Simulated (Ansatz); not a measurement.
# Sc: the cost of one run

Computed with Ansatz 0.2.0 (DFT PBEsol, scalar-relativistic, plane waves, PAW, unless a step's input says otherwise).

### 1 The starting structure

It takes space group I4/mcm (No. 140, tetragonal). The conventional cell has a = 6.176 Å, b = 6.176 Å, c = 5.412 Å, α = 90.00°, β = 90.00°, γ = 90.00°. Sc (site symmetry m2m) has 11 Sc at 2.86 to 3.38 Å as nearest neighbours.

As a file:

```
Sc
1.0
    -3.08801    3.08801    2.70624
     3.08801   -3.08801    2.70624
     3.08801    3.08801   -2.70624
Sc
4
Cartesian
  2.0768 1.0112 0.0000
  1.0112 4.0992 0.0000
  2.0768 -1.0112 2.7062
  1.0112 2.0768 2.7062
```

The structure comes from the Materials Project (structure only).

### 2 One atom moved

Against the listed cell: atom 1 (Sc) moved by 0.09 Å.

File input.yaml:

```yaml
crystal:
  lattice:
    - [-3.0880123167, 3.0880123167, 2.7062434742]
    - [3.0880123167, -3.0880123167, 2.7062434742]
    - [3.0880123167, 3.0880123167, -2.7062434742]
  atoms:
    - { symbol: Sc, position: [0.16373049, 0.3508419907, 0.5145724807] }
    - { symbol: Sc, position: [0.66373049, 0.16373049, 0.82746097] }
    - { symbol: Sc, position: [0.33626951, 0.83626951, 0.17253903] }
    - { symbol: Sc, position: [0.83626951, 0.66373049, 0.5] }
basis:
  ecutwfc: 420
kpoints:
  mp_grid: { grid: [10, 10, 10] }
hamiltonian:
  xc: pbesol
scf:
  occupations: { method: gaussian, width: 0.1 }
output:
  forces: true
  stress: true
  eigenvalues: true
```

Run with:

```console
$ ansatz run input.yaml --threads 1 --pin off --max-ram 1331MiB --backend cpu --events-out ev --progress --plain --runs-dir out
```

**Question.** How long does this run take on 1 thread of an x86-64 CPU, shared host, and how much memory does it need?

About 2.2 min, with a peak of 0.82 GiB.
